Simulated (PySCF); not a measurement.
# CoH10O5 ([Co(H2O)5]3+): the cost of one run

Programs: PySCF 2.14.0, with routines of our own; each step states its level. All values are computed. Atoms count from 0.

## 1. The system as given

16 atoms, charge 3, states of the metal's open shell are computed; geometry from: model start, shaken.

## 2. Geometry optimisation at PBE0-D3(BJ)/def2-SVP

The job: settings as JSON, then the geometry in Å.

```
{"job": {"xc": "PBE0", "basis": "def2-SVP", "d3": "d3bj", "grid": 1, "maxiter": 45, "solvent": "water", "kind": "geom"}, "charge": 3, "metal": "Co", "open_shell": "d6"}
Co     0.000020     0.004480    -0.004110
O     -0.013360    -0.006820     1.895130
H      0.775900     0.020100     2.477620
H     -0.784310     0.007350     2.490350
O      0.001580    -0.013960    -1.910440
H      0.785430    -0.020160    -2.491860
H     -0.803520    -0.019340    -2.512630
O      1.906470    -0.019010     0.004070
H      2.487350     0.772200    -0.037750
H      2.476920    -0.775730     0.001700
O     -0.977950     1.646940    -0.014680
H     -1.925800     1.780490    -0.012110
H     -0.571820     2.552840    -0.008750
O     -0.956680    -1.652450     0.000960
H     -0.589710    -2.538430     0.020380
H     -1.936880    -1.751680     0.001790
```

The run is started by

```sh
> OMP_NUM_THREADS=1 python lf_run.py task.json out
```

This one command runs all jobs of the session in turn.

Q: Estimate the wall time and peak memory of this first job on 1 thread of AMD EPYC 9R14, shared host.

About 9.4 min, with a peak of 1.4 GiB.
